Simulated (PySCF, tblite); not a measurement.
**C8H13ClO: geometry, infrared bands and NMR shifts**

What infrared bands and NMR shifts should C8H13ClO (`C[C@@H]1C/C(=C\Cl)CCCO1`) show?

The runs use tblite 0.8.0 and PySCF 2.14.0, with density-fitted response routines of our own; the level of theory stands in each step. All values are computed, except where a source is named. Atoms count from 0, in the outputs and in this text.

## Step 1: The molecule as given

23 atoms, charge 0, multiplicity 1; geometry from: force field or distance geometry start.

Bonds of the start (Å): C0–C1 1.54, C1–C2 1.53, C2–C3 1.53, C3–C4 1.33, C4–Cl5 1.71, C3–C6 1.51, C6–C7 1.53, C7–C8 1.53, C8–O9 1.42, O9–C1 1.44, C0–H10 1.10, C0–H11 1.09, C0–H12 1.09, C1–H13 1.09, C2–H14 1.09, C2–H15 1.10, C4–H16 1.09, C6–H17 1.10, C6–H18 1.09, C7–H19 1.10, C7–H20 1.10, C8–H21 1.10, C8–H22 1.08.

## Step 2: Relaxing the molecule with GFN2-xTB

What the job is given:

```
{"job": {"kind": "relax", "xc": "GFN2-xTB", "basis": "xTB"}, "charge": 0, "multiplicity": 1}
C      2.697900    -0.308500     0.646400
C      1.326600    -0.171100    -0.048500
C      0.403900     0.695600     0.815600
C     -0.817500     1.152700     0.013300
C     -0.912900     2.330400    -0.591700
Cl     0.299900     3.536700    -0.639600
C     -1.961900     0.167700    -0.071600
C     -1.578100    -1.314800    -0.122300
C     -0.348900    -1.625200    -0.971600
O      0.833300    -1.511500    -0.192400
H      2.584900    -0.778100     1.629900
H      3.351100    -0.949900     0.060400
H      3.163700     0.671500     0.781800
H      1.496900     0.264200    -1.033600
H      0.057800     0.162200     1.706100
H      0.938800     1.573300     1.199300
H     -1.781600     2.648400    -1.160100
H     -2.623300     0.310800     0.796200
H     -2.567200     0.393700    -0.951100
H     -1.422800    -1.688800     0.900500
H     -2.447900    -1.858800    -0.528800
H     -0.298300    -1.012000    -1.882100
H     -0.399300    -2.661500    -1.276900
```

Started as:

```
> OMP_NUM_THREADS=1 python probes_run.py task.json out
```

This one command runs all jobs of the session in turn.

**Question.** This job is followed by: GFN2-xTB harmonic vibrations, gas phase; GIAO PBE0/pcSseg-1 NMR shielding, non-relativistic, gas phase. What will the session give for the following? strongest single infrared mode (GFN2-xTB); zero-point energy (GFN2-xTB); 13C shifts against TMS (PBE0/pcSseg-1); 1H shifts against TMS (PBE0/pcSseg-1, means over atoms taken as alike); 35Cl shifts against HCl (PBE0/pcSseg-1); 17O shifts against H2O (PBE0/pcSseg-1).

The runs gave:

| quantity | value |
| --- | --- |
| strongest single infrared mode (GFN2-xTB) | 2820 cm⁻¹, 65 km/mol |
| zero-point energy (GFN2-xTB) | 121.7 kcal/mol |
| 13C shifts against TMS (PBE0/pcSseg-1) | 151.2, 126.1, 82.5, 71.1, 42.5, 36.6, 31.4, 25.5 ppm |
| 1H shifts against TMS (PBE0/pcSseg-1, means over atoms taken as alike) | 5.97, 4.12, 3.38, 3.26, 2.89, 2.73, 2.21, 1.95, 1.93, 1.76, 1.29 ppm |
| 35Cl shifts against HCl (PBE0/pcSseg-1) | 179 ppm |
| 17O shifts against H2O (PBE0/pcSseg-1) | 91.8 ppm |

**Reading.** Relaxing lowered the energy by 0.141 eV in 67 steps; the close pair that moved most is C2–C3, from 1.531 to 1.497 Å. All 63 modes are real, so the xTB geometry is a minimum. The strongest single mode, at 2820 cm⁻¹, moves mainly H13. GFN2-xTB is a fitted tight-binding method: band positions and strengths are rough. Its intensities can rank the bands wrongly. The most deshielded hydrogen is H16 (hydrogen on an alkene CH), at 5.97 ppm: olefinic region. At PBE0/pcSseg-1: Shielding is most anisotropic at Cl5 (span 381 ppm, paramagnetic term -376 ppm).
